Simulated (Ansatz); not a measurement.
# SbP (zincblende type): a single-point run

The task is a single-point run on SbP (zincblende type). The structure is shown as the input types it.

Method: DFT, PBEsol, PAW with Ansatz's default frozen-core files, scalar-relativistic, in Ansatz 0.2.0.

## Step 1: The structure to begin with

Symmetry: F-43m, No. 216, cubic system. Conventional cell: a = 5.990 Å, b = 5.990 Å, c = 5.990 Å, α = 90.00°, β = 90.00°, γ = 90.00°. Around Sb (site symmetry -43m) lie 4 P at 2.59 Å. P (site symmetry -43m) is surrounded by 4 Sb at 2.59 Å.

Structure file:

```cif
data_structure
_symmetry_space_group_name_H-M 'P 1'
_symmetry_Int_Tables_number 1
_cell_length_a 4.2355
_cell_length_b 4.2355
_cell_length_c 4.2355
_cell_angle_alpha 60.000
_cell_angle_beta 60.000
_cell_angle_gamma 60.000
_cell_volume 53.73
loop_
_atom_site_label
_atom_site_type_symbol
_atom_site_fract_x
_atom_site_fract_y
_atom_site_fract_z
_atom_site_occupancy
Sb1 Sb 0.00000 0.00000 0.00000 1
P1 P 0.25000 0.25000 0.25000 1
```

## Step 2: The run

Input file input.yaml:

```yaml
crystal:
  lattice:
    - [0.0, 2.9949293232, 2.9949293232]
    - [2.9949293232, 0.0, 2.9949293232]
    - [2.9949293232, 2.9949293232, 0.0]
  atoms:
    - { symbol: Sb, position: [0.0, 0.0, 0.0] }
    - { symbol: P, position: [0.25, 0.25, 0.25] }
kpoints:
  mp_grid: { grid: [11, 11, 11] }
scf:
  occupations: { method: fermi_dirac, width: 0.08 }
  convergence: { dr2_threshold: 1.0e-16 }
  max_iter: 60
hamiltonian:
  xc: pbesol
  pseudopotentials: { kind: paw }
output:
  forces: true
  stress: true
  eigenvalues: true
basis:
  ecutwfc: 300
```

Launch:

```
$ ansatz run input.yaml --threads 1 --pin off --max-ram 2048MiB --backend cpu --events-out ev --progress --plain --runs-dir out
```

What happens when this is run?

This run ends as converged, with warnings (cutoff below recommended). Its log warns: «basis.ecutwfc = 300 eV is below the records' recommended 420 eV ...»

In the input, scf.convergence.dr2_threshold is 1.0e-16. The risk: threshold needlessly tight. Once met, so tight a threshold does no harm; it costs cycles.

To check: delete scf.convergence.dr2_threshold (the default then holds).
